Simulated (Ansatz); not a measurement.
# AlH₂F₃: search for a transition state

Aim: find the saddle point of a four-centre ligand exchange that is to form Al1–H6, F2–H5 and break Al1–F2, H5–H6, prove it by its vibrations, and relax downhill on both sides to see what it joins.

The runs use Ansatz 0.2.0, Gaussian basis; PBE0-D4, def2-SVP first, then def2-TZVP.

152 further runs of the same task are left out: 152 set aside as unsound or not needed.

**1. Where the work starts**

The guess: 6 atoms, charge 0, spin multiplicity 1.

Atoms are counted from 1 here; the program's logs count them from 0.

Bond lengths: Al1–F3 1.633 Å, Al1–F4 1.632 Å, Al1–H5 1.863 Å. Angles: F3–Al1–F4 126.7°, F3–Al1–H5 116.3°, F4–Al1–H5 116.6°.

Geometry (Å):

```mol
AlF3H2
  3D, bonds by distance, orders not assigned

  6  3  0  0  0  0  0  0  0  0999 V2000
   -0.1097   -0.6078    0.1953 Al  0  0
   -0.9577    1.2858   -0.1770 F   0  0
   -0.4282   -1.6993   -0.9764 F   0  0
    0.1193   -0.9180    1.7808 F   0  0
    0.2267    1.1347   -0.3703 H   0  0
    1.1495    0.8045   -0.4524 H   0  0
  1  3  8  0
  1  4  8  0
  1  5  8  0
M  END
```

Distances that are to change: Al1–H6 2.00 Å, F2–H5 1.21 Å, Al1–F2 2.11 Å, H5–H6 0.98 Å.

**2. Relaxing the guess with the reacting distances held**

The input, hold/in.yaml:

```yaml
crystal:
  periodic: [false, false, false]
  atoms:
    - {symbol: Al, position_ang: [-0.109700, -0.607800, 0.195300]}
    - {symbol: F, position_ang: [-0.957700, 1.285800, -0.177000]}
    - {symbol: F, position_ang: [-0.428200, -1.699300, -0.976400]}
    - {symbol: F, position_ang: [0.119300, -0.918000, 1.780800]}
    - {symbol: H, position_ang: [0.226700, 1.134700, -0.370300]}
    - {symbol: H, position_ang: [1.149500, 0.804500, -0.452400]}
basis:
  gaussian: {orbitals: def2-SVP}
hamiltonian: {xc: pbe0, dispersion: d4}
relax: {f_tol: 0.04, max_steps: 150, escape_saddle: false, constraints: [{distance: [0, 5]}, {distance: [1, 4]}, {distance: [0, 1]}, {distance: [4, 5]}]}
```

Command:

```console
$ ansatz run in.yaml --threads 2 --pin off --events-out ev --progress --plain --max-ram 4352MiB
```

The log of the run (excerpt; [...] marks lines left out):

```text
Functional definition: PBE0
  name "PBE0"
  cite "Adamo & Barone, J. Chem. Phys. 110, 6158 (1999) doi:10.1063/1.478522"
  cite "Perdew, Burke & Ernzerhof, Phys. Rev. Lett. 77, 3865 (1996) doi:10.1103/PhysRevLett.77.3865"
  parent pbe
[...]
692 factors; integrals over basis functions are off by at most 3.9e-4 eV
[...]
mean field -14764.02555755 eV, -542.5679318241 hartree, gradient 6.1e-5 eV, S^2 0.000000; 0 other end points of the search recorded, 0 dependent functions left out
[...]
reference -14764.02558720 eV, -542.5679329135 hartree; 21, 21 occupied and 49, 49 virtual orbitals, 692 factors
relax step   1: F+E_penalty+E_count = -14764.08957104 eV  Δ(F+E_penalty+E_count) = +0.000e0 eV  max|allowed force component| = 4.792e-1 eV/Å  Δτ_max = 0.0000 Å  (23 SCF iters, accepted)
[...]
relax step   3: F+E_penalty+E_count = -14764.11319693 eV  Δ(F+E_penalty+E_count) = -6.095e-3 eV  max|allowed force component| = 6.019e-2 eV/Å  Δτ_max = 0.0283 Å  (27 SCF iters, accepted)
[...]
relax step   4: F+E_penalty+E_count = -14764.11393390 eV  Δ(F+E_penalty+E_count) = -7.370e-4 eV  max|allowed force component| = 3.140e-2 eV/Å  Δτ_max = 0.0098 Å  (27 SCF iters, accepted)
  distance Al 0 - H 5 held at 1.999923 Å   reaction = +1.2638e0 eV/Å
  distance F 1 - H 4 held at 1.209545 Å   reaction = -4.6227e-1 eV/Å
  distance Al 0 - F 1 held at 2.107945 Å   reaction = +2.4921e0 eV/Å
  distance H 4 - H 5 held at 0.983531 Å   reaction = -4.1776e-1 eV/Å
692 factors; integrals over basis functions are off by at most 4.1e-4 eV
mean field -14764.05011739 eV, -542.5688343813 hartree, gradient 1.4e-5 eV, S^2 0.000000; 1 other end points of the search recorded, 0 dependent functions left out
[...]
reference -14764.05014691 eV, -542.5688354663 hartree; 21, 21 occupied and 49, 49 virtual orbitals, 692 factors
Total energy: -14764.11396342 eV, -542.5711806798 hartree
Atom 0 at    -0.087632    -0.613847     0.191770 Å, force    -0.244021     3.132323    -0.838245 eV/Å
Atom 1 at    -0.950417     1.274243    -0.174494 Å, force     0.567780    -2.205094     0.514720 eV/Å
Atom 2 at    -0.444925    -1.726984    -0.963611 Å, force     0.007210     0.010233     0.024739 eV/Å
Atom 3 at     0.099802    -0.945001     1.790917 Å, force    -0.003894    -0.003122    -0.031401 eV/Å
Atom 4 at     0.237680     1.191497    -0.385627 Å, force     0.070751     0.136192    -0.051997 eV/Å
Atom 5 at     1.145392     0.819993    -0.458956 Å, force    -0.397826    -1.070532     0.382184 eV/Å
Dipole moment:     0.214146    -0.000962    -0.041938 e Å
```

Run time: 3.1 s. Hardware: 2 threads of Intel Xeon 6975P-C, shared host.

Step by step:

| step | energy from step 1 (eV) | largest force component (eV/Å) |
| --- | --- | --- |
| 1 | 0.0000 | 0.4792 |
| 2 | -0.0175 | 0.1451 |
| 3 | -0.0236 | 0.0602 |
| 4 | -0.0244 | 0.0314 |

Close pairs (by a distance rule), those that changed most:

| bond | before (Å) | after (Å) | change (Å) |
| --- | --- | --- | --- |
| Al1–H5 | 1.863 | 1.923 | +0.061 |
| Al1–F4 | 1.632 | 1.644 | +0.012 |
| Al1–F3 | 1.633 | 1.644 | +0.011 |

**3. Force constants to start from**

The input, hessian/in.yaml:

```yaml
crystal:
  periodic: [false, false, false]
  atoms:
    - {symbol: Al, position_ang: [-0.087632, -0.613847, 0.191770]}
    - {symbol: F, position_ang: [-0.950417, 1.274243, -0.174494]}
    - {symbol: F, position_ang: [-0.444925, -1.726984, -0.963611]}
    - {symbol: F, position_ang: [0.099802, -0.945001, 1.790917]}
    - {symbol: H, position_ang: [0.237680, 1.191497, -0.385627]}
    - {symbol: H, position_ang: [1.145392, 0.819993, -0.458956]}
basis:
  gaussian: {orbitals: def2-SVP}
hamiltonian: {xc: pbe0, dispersion: d4}
phonons: {}
scf: {lower_state_search: off}
```

Command:

```console
$ ansatz run in.yaml --threads 2 --pin off --events-out ev --progress --plain --max-ram 4352MiB
```

The log of the run (excerpt; [...] marks lines left out):

```text
[... 5 set-up lines as earlier in the session ...]
[...]
694 factors; integrals over basis functions are off by at most 3.8e-4 eV
[...]
mean field -14764.05012178 eV, -542.5688345427 hartree, gradient 7.9e-6 eV, S^2 0.000000; 0 other end points of the search recorded, 0 dependent functions left out
[...]
reference -14764.05015129 eV, -542.5688356273 hartree; 21, 21 occupied and 49, 49 virtual orbitals, 694 factors
[... from here to the last solve, the lines of the solves are left out (35 solves) ...]
694 factors; integrals over basis functions are off by at most 3.8e-4 eV
mean field -14764.04913388 eV, -542.5687982383 hartree, gradient 8.9e-6 eV, S^2 0.000000; 0 other end points of the search recorded, 0 dependent functions left out
[...]
WARN: phonons: modes at or below zero, which the zero-point energy, F, S and C_V leave out: 1, the lowest at -864.20 cm⁻¹. A minimum has none, and a first-order saddle one
Total energy: -14764.11396780 eV, -542.5711808408 hartree
Atom 0 at    -0.087632    -0.613847     0.191770 Å, force    -0.244003     3.132326    -0.838246 eV/Å
Atom 1 at    -0.950417     1.274243    -0.174494 Å, force     0.567802    -2.205090     0.514713 eV/Å
Atom 2 at    -0.444925    -1.726984    -0.963611 Å, force     0.007209     0.010228     0.024744 eV/Å
Atom 3 at     0.099802    -0.945001     1.790917 Å, force    -0.003894    -0.003133    -0.031402 eV/Å
Atom 4 at     0.237680     1.191497    -0.385627 Å, force     0.070738     0.136221    -0.052006 eV/Å
Atom 5 at     1.145392     0.819993    -0.458956 Å, force    -0.397851    -1.070552     0.382197 eV/Å
Dipole moment:     0.214146    -0.000960    -0.041938 e Å
Vibrations: -864.20 186.96 213.82 279.89 449.84 538.46 791.99 855.77 1007.32 1187.63 1640.03 1992.27 cm⁻¹, zero-point energy 0.566854 eV
Checks for a lower state left out: stability, starts, cluster_reference, orbital_swaps, neighbouring_geometries, increment
```

It took 15 s on 2 threads of Intel Xeon 6975P-C, shared host.

The structure is not stationary yet, so these wavenumbers are no spectrum; the search needs only the force constants.

**4. Saddle search in the small basis**

The search itself is an outer loop (partitioned rational-function steps, Bofill update of the Hessian). Each step is one single-point run with forces. It stops when the largest force is under 0.04 eV/Å and the followed curvature is negative. The first step's input:

The input, presaddle/in.yaml:

```yaml
crystal:
  periodic: [false, false, false]
  atoms:
    - {symbol: Al, position_ang: [-0.087632, -0.613847, 0.191770]}
    - {symbol: F, position_ang: [-0.950417, 1.274243, -0.174494]}
    - {symbol: F, position_ang: [-0.444925, -1.726984, -0.963611]}
    - {symbol: F, position_ang: [0.099802, -0.945001, 1.790917]}
    - {symbol: H, position_ang: [0.237680, 1.191497, -0.385627]}
    - {symbol: H, position_ang: [1.145392, 0.819993, -0.458956]}
basis:
  gaussian: {orbitals: def2-SVP}
hamiltonian: {xc: pbe0, dispersion: d4}
output: {forces: true}
scf: {lower_state_search: off}
```

Command:

```console
$ ansatz run in.yaml --threads 2 --pin off --events-out ev --progress --plain --max-ram 4352MiB
```

The driver's record:

| step | energy (eV) | largest force (eV/Å) | followed curvature (eV/Å²) |
| --- | --- | --- | --- |
| 1 | -14764.11396 | 3.1324 | -9.79 |
| 2 | -14764.61932 | 1.0564 | -9.83 |
| 3 | -14764.65659 | 0.8914 | -9.58 |
| 4 | -14764.69087 | 0.3445 | -9.82 |
| 5 | -14764.70306 | 0.1640 | -9.24 |
| 6 | -14764.70009 | 0.1509 | -2.07 |
| 7 | -14764.70143 | 0.1799 | -5.74 |
| 8 | -14764.70019 | 0.0203 | -5.78 |

The 8 steps took 3.6 s in all (2 threads of Intel Xeon 6975P-C, shared host).

**5. Saddle search in triple zeta**

The search itself is an outer loop (partitioned rational-function steps, Bofill update of the Hessian). Each step is one single-point run with forces. It stops when the largest force is under 0.01 eV/Å and the followed curvature is negative. The first step's input:

The input, saddle/in.yaml:

```yaml
crystal:
  periodic: [false, false, false]
  atoms:
    - {symbol: Al, position_ang: [0.011567, -0.495284, 0.138420]}
    - {symbol: F, position_ang: [-0.914644, 1.112835, -0.135475]}
    - {symbol: F, position_ang: [-0.456090, -1.628995, -0.967993]}
    - {symbol: F, position_ang: [0.080860, -0.857471, 1.748445]}
    - {symbol: H, position_ang: [0.126638, 1.255114, -0.381595]}
    - {symbol: H, position_ang: [1.151569, 0.613701, -0.401802]}
basis:
  gaussian: {orbitals: def2-TZVP}
hamiltonian: {xc: pbe0, dispersion: d4}
output: {forces: true}
scf: {lower_state_search: off}
```

Command:

```console
$ ansatz run in.yaml --threads 2 --pin off --events-out ev --progress --plain --max-ram 4352MiB
```

Step by step:

| step | energy (eV) | largest force (eV/Å) | followed curvature (eV/Å²) |
| --- | --- | --- | --- |
| 1 | -14777.42299 | 0.4927 | -5.78 |
| 2 | -14777.42963 | 0.1278 | -4.75 |
| 3 | -14777.42940 | 0.1343 | -5.80 |
| 4 | -14777.43032 | 0.0262 | -6.32 |
| 5 | -14777.43032 | 0.0052 | -6.13 |

The 5 steps took 4.6 s in all (2 threads of Intel Xeon 6975P-C, shared host).

The point found:

```xyz
6

Al    0.0235   -0.5011    0.1377
F    -0.9106    1.1071   -0.1345
F    -0.4559   -1.6156   -0.9593
F     0.0765   -0.8503    1.7347
H     0.1073    1.2621   -0.3797
H     1.1591    0.5977   -0.3988
```

Followed mode, largest move set to 1: H5 (-0.89, 0.45, 0.05); Al1 (0.73, -0.21, -0.09); H6 (0.40, -0.46, 0.04); F4 (-0.21, 0.09, 0.04).

**6. Checking the order of the point**

The input, vib/in.yaml:

```yaml
crystal:
  periodic: [false, false, false]
  atoms:
    - {symbol: Al, position_ang: [0.023517, -0.501127, 0.137662]}
    - {symbol: F, position_ang: [-0.910648, 1.107123, -0.134545]}
    - {symbol: F, position_ang: [-0.455889, -1.615607, -0.959298]}
    - {symbol: F, position_ang: [0.076527, -0.850278, 1.734665]}
    - {symbol: H, position_ang: [0.107332, 1.262135, -0.379677]}
    - {symbol: H, position_ang: [1.159060, 0.597654, -0.398806]}
basis:
  gaussian: {orbitals: def2-TZVP}
hamiltonian: {xc: pbe0, dispersion: d4}
phonons: {temperatures: {t_min: 298.15, t_max: 900, t_step: 200}}
```

Command:

```console
$ ansatz run in.yaml --threads 2 --pin off --events-out ev --progress --plain --max-ram 4352MiB
```

The log of the run (excerpt; [...] marks lines left out):

```text
[... 5 set-up lines as earlier in the session ...]
[...]
835 factors; their error is unknown
[...]
mean field -14777.37005395 eV, -543.0583330214 hartree, gradient 6.5e-5 eV, S^2 0.000000; 0 other end points of the search recorded, 0 dependent functions left out
[...]
reference -14777.37008175 eV, -543.0583340432 hartree; 21, 21 occupied and 121, 121 virtual orbitals, 835 factors
[... from here to the last solve, the lines of the solves are left out (35 solves) ...]
835 factors; their error is unknown
mean field -14777.37004908 eV, -543.0583328426 hartree, gradient 2.8e-6 eV, S^2 0.000000; 0 other end points of the search recorded, 0 dependent functions left out
[...]
reference -14777.37007688 eV, -543.0583338643 hartree; 21, 21 occupied and 121, 121 virtual orbitals, 835 factors
WARN: phonons: modes at or below zero, which the zero-point energy, F, S and C_V leave out: 1, the lowest at -627.90 cm⁻¹. A minimum has none, and a first-order saddle one
Total energy: -14777.43032078 eV, -543.0605477867 hartree
Atom 0 at     0.023517    -0.501127     0.137662 Å, force    -0.002938    -0.001655     0.000462 eV/Å
Atom 1 at    -0.910648     1.107123    -0.134545 Å, force    -0.003956     0.000004     0.000827 eV/Å
Atom 2 at    -0.455889    -1.615607    -0.959298 Å, force     0.000177    -0.000497    -0.000460 eV/Å
Atom 3 at     0.076527    -0.850278     1.734665 Å, force     0.000343    -0.000503     0.001349 eV/Å
Atom 4 at     0.107332     1.262135    -0.379677 Å, force     0.001205     0.001989    -0.000938 eV/Å
Atom 5 at     1.159060     0.597654    -0.398806 Å, force     0.005170     0.000661    -0.001239 eV/Å
Dipole moment:     0.155043     0.415037    -0.148537 e Å
Vibrations: -627.90 162.45 223.03 308.02 452.76 681.39 776.98 939.55 1102.97 1187.98 1708.18 2273.49 cm⁻¹, zero-point energy 0.608564 eV
```

Wall time 29 s (2 threads of Intel Xeon 6975P-C, shared host).

The modes, with what each moves most:

| mode | wavenumber (cm⁻¹) | character |
| --- | --- | --- |
| 1 | 628i | changes F2–H5, H5–H6 |
| 2 | 162 | bend |
| 3 | 223 | bend |
| 4 | 308 | bend |
| 5 | 453 | bend |
| 6 | 681 | bend |
| 7 | 777 | Al–F stretch |
| 8 | 940 | Al–F stretch |
| 9 | 1103 | bend |
| 10 | 1188 | bend |
| 11 | 1708 | Al–H stretch |
| 12 | 2273 | F–H and Al–H stretch |

Vibrational sums (real modes only):

| T (K) | entropy (J/mol/K) | heat capacity (J/mol/K) |
| --- | --- | --- |
| 298 | 31.0 | 38.7 |
| 498 | 55.4 | 56.7 |
| 698 | 76.4 | 67.8 |
| 898 | 94.4 | 74.7 |

**7. Relaxing after a step of 0.30 Å one way along the mode**

The input, downa/in.yaml:

```yaml
crystal:
  periodic: [false, false, false]
  atoms:
    - {symbol: Al, position_ang: [0.242797, -0.564264, 0.112155]}
    - {symbol: F, position_ang: [-0.859162, 1.119955, -0.144282]}
    - {symbol: F, position_ang: [-0.516165, -1.591412, -0.960279]}
    - {symbol: F, position_ang: [0.012664, -0.821852, 1.745518]}
    - {symbol: H, position_ang: [-0.160219, 1.397060, -0.365136]}
    - {symbol: H, position_ang: [1.279986, 0.460412, -0.387976]}
basis:
  gaussian: {orbitals: def2-TZVP}
hamiltonian: {xc: pbe0, dispersion: d4}
relax: {f_tol: 0.005, max_steps: 200}
```

Command:

```console
$ ansatz run in.yaml --threads 2 --pin off --events-out ev --progress --plain --max-ram 4352MiB
```

The log of the run (excerpt; [...] marks lines left out):

```text
[... 5 set-up lines as earlier in the session ...]
[...]
835 factors; their error is unknown
[...]
mean field -14776.36041066 eV, -543.0212293151 hartree, gradient 3.2e-5 eV, S^2 0.000000; 0 other end points of the search recorded, 0 dependent functions left out
[...]
reference -14776.36043836 eV, -543.0212303329 hartree; 21, 21 occupied and 121, 121 virtual orbitals, 835 factors
relax step   1: F+E_penalty+E_count = -14776.42006261 eV  Δ(F+E_penalty+E_count) = +0.000e0 eV  max|allowed force component| = 1.346e1 eV/Å  Δτ_max = 0.0000 Å  (24 SCF iters, accepted)
[...]
835 factors; their error is unknown
[...]
mean field -14777.53712456 eV, -543.0644727532 hartree, gradient 7.0e-5 eV, S^2 0.000000; 1 other end points of the search recorded, 0 dependent functions left out
[...]
reference -14777.53715330 eV, -543.0644738093 hartree; 21, 21 occupied and 121, 121 virtual orbitals, 835 factors
Total energy: -14777.59626979 eV, -543.0666463003 hartree
Atom 0 at     0.267487    -0.587995     0.114053 Å, force    -0.001386    -0.001120     0.000604 eV/Å
Atom 1 at    -0.923213     1.052232    -0.115968 Å, force     0.000167     0.000015    -0.000023 eV/Å
Atom 2 at    -0.507968    -1.586074    -0.941735 Å, force     0.000131     0.000003    -0.000102 eV/Å
Atom 3 at     0.019645    -0.829201     1.724201 Å, force     0.000161     0.000100    -0.000043 eV/Å
Atom 4 at    -0.413597     1.769995    -0.420935 Å, force    -0.000042     0.000253    -0.000047 eV/Å
Atom 5 at     1.557548     0.180943    -0.359617 Å, force     0.000968     0.000749    -0.000389 eV/Å
Dipole moment:     0.061180     0.849311    -0.253353 e Å
```

Run time: 15 s. Hardware: 2 threads of Intel Xeon 6975P-C, shared host.

Along the way:

| step | energy from step 1 (eV) | largest force component (eV/Å) |
| --- | --- | --- |
| 1 | 0.0000 | 13.4625 |
| 2 | -1.0902 | 0.7635 |
| 3 | -1.1321 | 0.6359 |
| 4 | -1.1464 | 0.4512 |
| 5 | -1.1651 | 0.2710 |
| 6 | -1.1704 | 0.2976 |
| 7 | -1.1727 | 0.2850 |
| 8 | -1.1758 | 0.0399 |
| 9 | -1.1761 | 0.0236 |
| 10 | -1.1761 | 0.0156 |
| 11 | -1.1762 | 0.0070 |
| 12 | -1.1762 | 0.0014 |

Distances of close pairs at the start and the end, largest changes first:

| bond | before (Å) | after (Å) | change (Å) |
| --- | --- | --- | --- |
| F2–H5 | 0.784 | 0.932 | +0.148 |
| Al1–H6 | 1.541 | 1.575 | +0.033 |
| Al1–F4 | 1.669 | 1.647 | -0.023 |
| Al1–F3 | 1.668 | 1.647 | -0.021 |
| Al1–F2 | 2.029 | 2.040 | +0.011 |

**8. Relaxing after a step of 0.30 Å the other way along the mode**

The input, downb/in.yaml:

```yaml
crystal:
  periodic: [false, false, false]
  atoms:
    - {symbol: Al, position_ang: [-0.195763, -0.437989, 0.163168]}
    - {symbol: F, position_ang: [-0.962134, 1.094291, -0.124809]}
    - {symbol: F, position_ang: [-0.395612, -1.639802, -0.958316]}
    - {symbol: F, position_ang: [0.140391, -0.878704, 1.723811]}
    - {symbol: H, position_ang: [0.374883, 1.127209, -0.394218]}
    - {symbol: H, position_ang: [1.038135, 0.734895, -0.409636]}
basis:
  gaussian: {orbitals: def2-TZVP}
hamiltonian: {xc: pbe0, dispersion: d4}
relax: {f_tol: 0.005, max_steps: 200}
```

Command:

```console
$ ansatz run in.yaml --threads 2 --pin off --events-out ev --progress --plain --max-ram 4352MiB
```

The log of the run (excerpt; [...] marks lines left out):

```text
[... 5 set-up lines as earlier in the session ...]
[...]
835 factors; their error is unknown
[...]
mean field -14777.73804197 eV, -543.0718563316 hartree, gradient 7.5e-6 eV, S^2 0.000000; 0 other end points of the search recorded, 0 dependent functions left out
[...]
reference -14777.73807020 eV, -543.0718573691 hartree; 21, 21 occupied and 121, 121 virtual orbitals, 835 factors
relax step   1: F+E_penalty+E_count = -14777.79839724 eV  Δ(F+E_penalty+E_count) = +0.000e0 eV  max|allowed force component| = 2.272e0 eV/Å  Δτ_max = 0.0000 Å  (25 SCF iters, accepted)
[...]
835 factors; their error is unknown
mean field -14778.72713941 eV, -543.1082049924 hartree, gradient 1.0e-5 eV, S^2 0.000000; 1 other end points of the search recorded, 0 dependent functions left out
[...]
reference -14778.72716791 eV, -543.1082060397 hartree; 21, 21 occupied and 121, 121 virtual orbitals, 835 factors
Total energy: -14778.79064452 eV, -543.1105387620 hartree
Atom 0 at    -0.481475    -0.383261     0.203818 Å, force    -0.000363     0.000579     0.000100 eV/Å
Atom 1 at    -1.558573     0.840883     0.068675 Å, force    -0.000214     0.000091    -0.000022 eV/Å
Atom 2 at    -0.321552    -1.462184    -1.013735 Å, force     0.000344    -0.000129     0.000822 eV/Å
Atom 3 at     0.204341    -0.705069     1.652333 Å, force    -0.000001    -0.000562    -0.000846 eV/Å
Atom 4 at     0.831634     1.140403    -0.487828 Å, force    -0.000073    -0.000028     0.000022 eV/Å
Atom 5 at     1.325525     0.569127    -0.423262 Å, force     0.000307     0.000049    -0.000076 eV/Å
Dipole moment:     0.259989     0.210439    -0.111073 e Å
```

Wall time 11 s (2 threads of Intel Xeon 6975P-C, shared host).

Along the way:

| step | energy from step 1 (eV) | largest force component (eV/Å) |
| --- | --- | --- |
| 1 | 0.0000 | 2.2723 |
| 2 | -0.3315 | 1.7190 |
| 3 | -0.6509 | 1.9428 |
| 4 | -0.9276 | 0.4414 |
| 5 | -0.9766 | 0.2264 |
| 6 | -0.9904 | 0.0685 |
| 7 | -0.9919 | 0.0721 |
| 8 | -0.9922 | 0.0370 |
| 9 | -0.9922 | 0.0008 |

Close pairs (by a distance rule), those that changed most:

| bond | before (Å) | after (Å) | change (Å) |
| --- | --- | --- | --- |
| Al1–H5 | 1.757 | 2.127 | +0.370 |
| Al1–H6 | 1.796 | 2.137 | +0.341 |
| Al1–F2 | 1.737 | 1.636 | -0.101 |
| Al1–F4 | 1.656 | 1.635 | -0.021 |
| Al1–F3 | 1.656 | 1.635 | -0.021 |
| H5–H6 | 0.771 | 0.758 | -0.013 |

**9. What the saddle joins**

| pair | start side (Å) | saddle (Å) | end side (Å) |
| --- | --- | --- | --- |
| Al1–H6 | 2.137 | 1.669 | 1.575 |
| F2–H5 | 2.472 | 1.058 | 0.932 |
| Al1–F2 | 1.636 | 1.880 | 2.040 |
| H5–H6 | 0.758 | 1.244 | 2.533 |

**10. Results**

| quantity | value |
| --- | --- |
| imaginary mode | 628i cm⁻¹ |
| barrier from the start side | 131.3 kJ/mol |
| barrier from the end side | 16.0 kJ/mol |
| energy of the step | +115.2 kJ/mol |
| pairs that change | Al1–H6 formed, F2–H5 formed, Al1–F2 loosened, H5–H6 broken |
| zero-point energy at the saddle | 0.609 eV |

One imaginary mode, 628i cm⁻¹, makes this a first-order saddle. The two relaxations end on the structures that were planned. A bond meant to break is only loosened at the end: the products stay bound as an adduct. At PBE0-D4/def2-TZVP the electronic barrier is 131.3 kJ/mol, about 53 kT at 298 K, and the step runs 115.2 kJ/mol uphill. A step off the saddle overshot and began above it in energy, so the link to its end is likely but not proven. The ends are the nearest minima, not always the lowest complexes.
